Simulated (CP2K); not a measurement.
Wanted: the native input for a CP2K 2026.2 run.

```
Task                                   : band structure
Functional                             : r2SCAN
Potentials or basis                    : POTENTIAL_UZH Se GTH-SCAN-q6, Ti GTH-SCAN-q12; TZVP-MOLOPT-SCAN-GTH basis
Density cutoff                         : 9184 eV
k mesh                                 : 10 × 10 × 4
Occupations                            : fermi-dirac, width 0.1 eV
Spin                                   : no spin polarisation
SCF solver                             : diagonalisation with k points
Quickstep method                       : GPW
EPS_DEFAULT                            : 1.0E-9
EPS_SCF                                : 1.0E-6
MAX_SCF                                : 100
SCF_GUESS                              : ATOMIC
k points reduced by the point group    : yes
Mesh centred on Gamma                  : yes
CHOLESKY                               : OFF
EPS_EIGVAL                             : 1.0E-7
MIXING METHOD                          : BROYDEN_MIXING
MIXING ALPHA                           : 0.4
NBUFFER                                : 8
NGRIDS                                 : 5
Basis sets                             : Se TZVP-MOLOPT-SCAN-GTH-q6, Ti TZVP-MOLOPT-SCAN-GTH-q12
Potentials                             : Se GTH-SCAN-q6 of POTENTIAL_UZH, Ti GTH-SCAN-q12 of POTENTIAL_UZH
ADDED_MOS                              : [23]
Points a segment of the path (NPOINTS) : 8
Bands added on the path                : 2
MPI ranks                              : 3
REL_CUTOFF (Ry)                        : 60 Ry
MIXING BETA (1/bohr)                   : 1.5 1/bohr
CUTOFF of the grids                    : 675 Ry
```

The system is Ti3Se.

```
Se Ti
1.0
     3.19745    0.00000    0.00000
    -1.59872    2.76907    0.00000
     0.00000    0.00000    7.94275
Se Ti
1 3
Direct
  0.00000 0.00000 0.00000
  0.66667 0.33333 0.50000
  0.33333 0.66667 0.77290
  0.33333 0.66667 0.22710
```

The cell comes from a database or a generator and needn't be the stable form of this composition.

One way to write it, as run:

ti3se_bands.inp

```
&GLOBAL
  PROJECT ti3se_bands
  RUN_TYPE ENERGY_FORCE
  PRINT_LEVEL LOW
&END GLOBAL
&FORCE_EVAL
  METHOD QS
  STRESS_TENSOR ANALYTICAL
  &DFT
    BASIS_SET_FILE_NAME BASIS_MOLOPT_UZH
    POTENTIAL_FILE_NAME POTENTIAL_UZH
    &MGRID
      CUTOFF 675
      REL_CUTOFF 60
      NGRIDS 5
    &END MGRID
    &QS
      METHOD GPW
      EPS_DEFAULT 1.0E-9
    &END QS
    &KPOINTS
      SCHEME MONKHORST-PACK 10 10 4
      GAMMA_CENTERED T
      SYMMETRY T
      SYMMETRY_BACKEND SPGLIB
    &END KPOINTS
    &SCF
      SCF_GUESS ATOMIC
      EPS_SCF 1.0E-6
      MAX_SCF 100
      ADDED_MOS 23
      CHOLESKY OFF
      EPS_EIGVAL 1.0E-7
      &DIAGONALIZATION ON
        ALGORITHM STANDARD
      &END DIAGONALIZATION
      &MIXING ON
        METHOD BROYDEN_MIXING
        ALPHA 0.4
        BETA 1.5
        NBUFFER 8
      &END MIXING
      &SMEAR ON
        METHOD FERMI_DIRAC
        ELECTRONIC_TEMPERATURE [K] 1160.452
      &END SMEAR
    &END SCF
    &XC
      &XC_FUNCTIONAL
        &MGGA_X_R2SCAN
        &END MGGA_X_R2SCAN
        &MGGA_C_R2SCAN
        &END MGGA_C_R2SCAN
      &END XC_FUNCTIONAL
    &END XC
    &PRINT
      &KPOINTS ON
      &END KPOINTS
      &MULLIKEN ON
      &END MULLIKEN
      &MO ON
        ENERGIES T
        OCCUPATION_NUMBERS T
        &EACH
          QS_SCF 0
        &END EACH
        ADD_LAST NUMERIC
      &END MO
      &BAND_STRUCTURE
        FILE_NAME bands.bs
        ADDED_MOS 2
        &KPOINT_SET
          UNITS B_VECTOR
          NPOINTS 8
          SPECIAL_POINT GAMMA 0.00000000 0.00000000 0.00000000
          SPECIAL_POINT M 0.50000000 0.00000000 0.00000000
          SPECIAL_POINT K 0.33333333 0.33333333 0.00000000
          SPECIAL_POINT GAMMA 0.00000000 0.00000000 0.00000000
          SPECIAL_POINT A 0.00000000 0.00000000 0.50000000
          SPECIAL_POINT L 0.50000000 0.00000000 0.50000000
          SPECIAL_POINT H 0.33333333 0.33333333 0.50000000
          SPECIAL_POINT A 0.00000000 0.00000000 0.50000000
        &END KPOINT_SET
        &KPOINT_SET
          UNITS B_VECTOR
          NPOINTS 8
          SPECIAL_POINT L 0.50000000 0.00000000 0.50000000
          SPECIAL_POINT M 0.50000000 0.00000000 0.00000000
        &END KPOINT_SET
        &KPOINT_SET
          UNITS B_VECTOR
          NPOINTS 8
          SPECIAL_POINT K 0.33333333 0.33333333 0.00000000
          SPECIAL_POINT H 0.33333333 0.33333333 0.50000000
        &END KPOINT_SET
      &END BAND_STRUCTURE
    &END PRINT
  &END DFT
  &SUBSYS
    &CELL
      A 3.1974455988 0.0000000000 0.0000000000
      B -1.5987227994 2.7690691158 0.0000000000
      C 0.0000000000 0.0000000000 7.9427450000
      PERIODIC XYZ
    &END CELL
    &COORD
      SCALED
      Se  0.0000000000 0.0000000000 0.0000000000
      Ti  0.6666666667 0.3333333333 0.5000000000
      Ti  0.3333333333 0.6666666667 0.7729020000
      Ti  0.3333333333 0.6666666667 0.2270980000
    &END COORD
    &KIND Se
      BASIS_SET TZVP-MOLOPT-SCAN-GTH-q6
      POTENTIAL GTH-SCAN-q6
    &END KIND
    &KIND Ti
      BASIS_SET TZVP-MOLOPT-SCAN-GTH-q12
      POTENTIAL GTH-SCAN-q12
    &END KIND
    &PRINT
      &ATOMIC_COORDINATES ON
      &END ATOMIC_COORDINATES
      &CELL ON
      &END CELL
    &END PRINT
  &END SUBSYS
  &PRINT
    &FORCES ON
    &END FORCES
    &STRESS_TENSOR ON
    &END STRESS_TENSOR
  &END PRINT
&END FORCE_EVAL
```

Potentials or basis: POTENTIAL_UZH Se GTH-SCAN-q6, Ti GTH-SCAN-q12; TZVP-MOLOPT-SCAN-GTH basis.

The run is started by

```bash
$ OMP_NUM_THREADS=1 mpirun -n 3 cp2k.psmp -i ti3se_bands.inp -o ti3se_bands.out
```

Results of the run:

| Quantity | Value |
| --- | --- |
| Pressure | 0.1 GPa |
| Largest force | 0.048 eV/Å |
| Band gap on the k mesh | none (metal or under the smearing width) |
| Mulliken charges | Se -0.05; Ti +0.06, -0.01 e |

Caveat: Mulliken charges move with the basis; the basis of atomic orbitals isn't converged, which shifts pressures, moduli and gaps.

It took 2.7 min on 3 MPI ranks on Arm Neoverse N1, with other jobs on the host.
